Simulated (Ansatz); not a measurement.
# H2Br (doublet): wave-function methods side by side at distance H1–H2 along a hydrogen transfer = 0.926 Å, cc-pVTZ

How much of the correlation energy of H2Br (doublet) does each wave-function method recover here?

Method: cc-pVTZ, core rule «outside noble gas», up to 14 orbitals frozen; program: Ansatz 0.2.0, Gaussian basis.

To be run: UHF; CCSD(T) on ROHF; CCSD(T) on UHF; BCCD(T) on ROHF; CISD; CCSDT(Q) on ROHF; CCSDT(Q) on UHF; CASSCF and NEVPT2, 3 electrons in 3 orbitals; CASSCF and MRCISD+Q, 9 electrons in 6 orbitals; CASSCF and NEVPT2, 9 electrons in 6 orbitals.

4 further runs of the same task are left out: 1 for a mislabelled method, 2 that didn't finish, 1 set aside as unsound or not needed.

## (1) What is computed

The geometry derives from fragments relaxed apart (PBE0/def2-TZVP) and kept rigid, so it is no stationary point. A hydrogen atom is moved between rigid fragments. No spin-orbit coupling is included. The filled d shell of Br may be among the frozen orbitals whatever the setting's name suggests; the logs give the count.

3 atoms, charge 0, spin multiplicity 2.

Atoms are counted from 1 here; the program's logs count them from 0.

Bond lengths: H2–Br3 1.665 Å.

## (2) UHF

in.yaml reads:

```yaml
crystal:
  periodic: [false, false, false]
  atoms:
    - {symbol: H, position_ang: [0.000000, 0.000000, -1.172333]}
    - {symbol: H, position_ang: [0.000000, 0.000000, -0.246333]}
    - {symbol: Br, position_ang: [0.000000, 0.000000, 1.418667]}
basis:
  gaussian: {orbitals: cc-pVTZ}
magnetization: {spin_polarized: true, initial_magnetization: 1}
hamiltonian: {xc: hf}
output: {orbitals: {seedname: orbitals}}
```

Run with:

```
$ ansatz run in.yaml --threads 1 --pin off --events-out ev --progress --plain --max-ram 2393MiB
```

Further steps of the session: CCSD(T) on ROHF; CCSD(T) on UHF; BCCD(T) on ROHF; CISD; CCSDT(Q) on ROHF; CCSDT(Q) on UHF; CASSCF and NEVPT2, 3 electrons in 3 orbitals; CASSCF and MRCISD+Q, 9 electrons in 6 orbitals; CASSCF and NEVPT2, 9 electrons in 6 orbitals.

**Question.** What will the summary of the whole plan be? Wanted: UCCSDT(Q) below the RHF energy; RMP2 from UCCSDT(Q); UMP2 from UCCSDT(Q); RCCSD from UCCSDT(Q); RCCSD(T) from UCCSDT(Q); UCCSD(T) from UCCSDT(Q); RCCSDT(Q) from UCCSDT(Q); NEVPT2 pair from UCCSDT(Q); NEVPT2 valence from UCCSDT(Q).

The runs gave:

| quantity | value |
| --- | --- |
| UCCSDT(Q) below the RHF energy | -6.1249 eV |
| RMP2 from UCCSDT(Q) | +858.9 meV |
| UMP2 from UCCSDT(Q) | +919.7 meV |
| RCCSD from UCCSDT(Q) | +213.7 meV |
| RCCSD(T) from UCCSDT(Q) | +24.9 meV |
| UCCSD(T) from UCCSDT(Q) | +25.3 meV |
| RCCSDT(Q) from UCCSDT(Q) | +1.4 meV |
| NEVPT2 pair from UCCSDT(Q) | +803.8 meV |
| NEVPT2 valence from UCCSDT(Q) | +1257.9 meV |
| MRCISD+Q valence from UCCSDT(Q) | +64.0 meV |
| levels within 1 kcal/mol (43 meV) | RCCSD(T), UCCSD(T), BCCD(T), RCCSDT, UCCSDT, RCCSDT(Q) |
| T1 diagnostic | 0.022 |
| effectively unpaired electrons | 1.01 |

What this shows: RCCSD(T) lands +24.9 meV from the yardstick (0.4 % of the correlation energy). One determinant dominates. Of the multireference levels listed MRCISD+Q valence comes nearest in total energy (+64.0 meV), which doesn't show that its space is the better one. These misses are within one basis, not against nature; the frozen cores of restricted and unrestricted runs differ, which can shift their rows.
